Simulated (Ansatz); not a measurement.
# Ag2GeCSe4 (element-swapped structure): how the settings move a relaxation

How sensitive is a relaxation of Ag2GeCSe4 (element-swapped structure) to its settings? A reference run comes first, then four runs with altered input.

Program: Ansatz 0.2.0. Level of theory: reference: DFT PBE, plane waves, PAW, scalar-relativistic, no spin polarisation. These are calculated values, not measurements.

## Step 1: The starting structure

Symmetry: I222, No. 23, orthorhombic system. The conventional cell has a = 6.747 Å, b = 6.943 Å, c = 7.890 Å, α = 90.00°, β = 90.00°, γ = 90.00°. Around Ge (site symmetry 222) lie 4 Se at 2.25 Å. C (site symmetry 222) has 8 Se at 3.24 to 3.26 Å as nearest neighbours. Ag (site symmetry 2) has 4 Se at 2.49 to 2.71 Å as nearest neighbours. Se (site symmetry 1) has 1 Ge at 2.25 Å and 2 Ag at 2.49 to 2.71 Å as nearest neighbours.

Coordinates:

```
Ge C Ag Se
1.0
    -3.37362    3.47161    3.94481
     3.37362   -3.47161    3.94481
     3.37362    3.47161   -3.94481
Ge C Ag Se
1 1 2 4
Direct
  0.50000 0.50000 0.00000
  0.00000 0.00000 0.00000
  0.70920 0.20920 0.50000
  0.29080 0.79080 0.50000
  0.85125 0.85325 0.38400
  0.46925 0.46725 0.61600
  0.14875 0.53275 0.00200
  0.53075 0.14675 0.99800
```

## Step 2: Baseline

input.yaml

```yaml
crystal:
  lattice:
    - [-3.37362, 3.471607, 3.944813]
    - [3.37362, -3.471607, 3.944813]
    - [3.37362, 3.471607, -3.944813]
  atoms:
    - { symbol: Ge, position: [0.5, 0.5, 0.0] }
    - { symbol: C, position: [0.0, 0.0, 0.0] }
    - { symbol: Ag, position: [0.7092, 0.2092, 0.5] }
    - { symbol: Ag, position: [0.2908, 0.7908, 0.5] }
    - { symbol: Se, position: [0.85125, 0.85325, 0.384] }
    - { symbol: Se, position: [0.46925, 0.46725, 0.616] }
    - { symbol: Se, position: [0.14875, 0.53275, 0.002] }
    - { symbol: Se, position: [0.53075, 0.14675, 0.998] }
  symmetry: { tolerance: 0.0003 }
kpoints:
  mp_grid: { grid: [4, 4, 4], shift: [0, 0, 0] }
magnetization:
  spin_polarized: false
scf:
  occupations: { method: fermi_dirac }
hamiltonian:
  pseudopotentials: { kind: paw }
  xc: pbe
basis:
  ecutwfc: 420
output:
  forces: true
  stress: true
  eigenvalues: true
relax:
  max_steps: 40
  cell: {}
```

The run is started by

```bash
$ ansatz run input.yaml --threads 1 --pin off --max-ram 2560MiB --backend cpu --events-out ev --progress --plain --runs-dir out
```

## Step 3: Changed: hubbard.sites [{species: Ag, l: d, u_eff: 3.0}], hubbard.double_counting fll, ecutrho_ratio 9

Edit input.yaml of step 2 so:

```diff
@@ -24,4 +24,6 @@
   xc: pbe
+  hubbard: { sites: [{ species: Ag, l: d, u_eff: 3.0 }], double_counting: fll }
 basis:
   ecutwfc: 420
+  ecutrho_ratio: 9
 output:
@@ -30,2 +32,6 @@
   eigenvalues: true
+  write_density: true
+  write_potential: true
+  elf: true
+  volumetric_format: npy
 relax:
```

## Step 4: Variant: xc revpbe

Edit input.yaml of step 2 so:

```diff
@@ -23,3 +23,3 @@
   pseudopotentials: { kind: paw }
-  xc: pbe
+  xc: revpbe
 basis:
```

## Step 5: A further run, with the input changed

Edit input.yaml of step 2 so:

```diff
@@ -22,3 +22,3 @@
 hamiltonian:
-  pseudopotentials: { kind: paw }
+  pseudopotentials: { kind: nc }
   xc: pbe
```

## Step 7: Variant: ecutrho_ratio 12

Edit input.yaml of step 2 so:

```diff
@@ -26,2 +26,3 @@
   ecutwfc: 420
+  ecutrho_ratio: 12
 output:
```

(Steps that only read results are left out.)

Before running it: what results should come out? Wanted: for each run, ending; energy change; pressure; gap; force.

As calculated:

```tsv
run	ending	energy change	pressure (GPa)	gap (eV)	force (eV/Å)	cycles	time
reference	converged	0	0.0	0.32	0.01	169	4.8 min
1: hubbard.sites [{species: Ag, l: d, u_eff: 3.0}], hubbard.double_counting fll, ecutrho_ratio 9	converged	+39.9 meV/atom (U changed: no physical gain or loss)	0.0	0.39	0.01	168	5.7 min
2: xc revpbe	converged	not comparable	0.0	1.00	0.00	224	6.6 min
3: pseudopotentials.kind nc	not converged	-	-	-	-	277	7.1 min
4: ecutrho_ratio 12	converged	0.0 meV/atom	0.0	0.32	0.01	164	5.6 min
```

Times don't compare one to one where runs were asked for different outputs or read a saved state (see the inputs); cycles may leave out searches for a lower state.

«ecutrho_ratio 12» leaves the energy as it was. A changed U is a change of model: its shifts are not errors of convergence. 1 of the 4 altered inputs did not end normally.
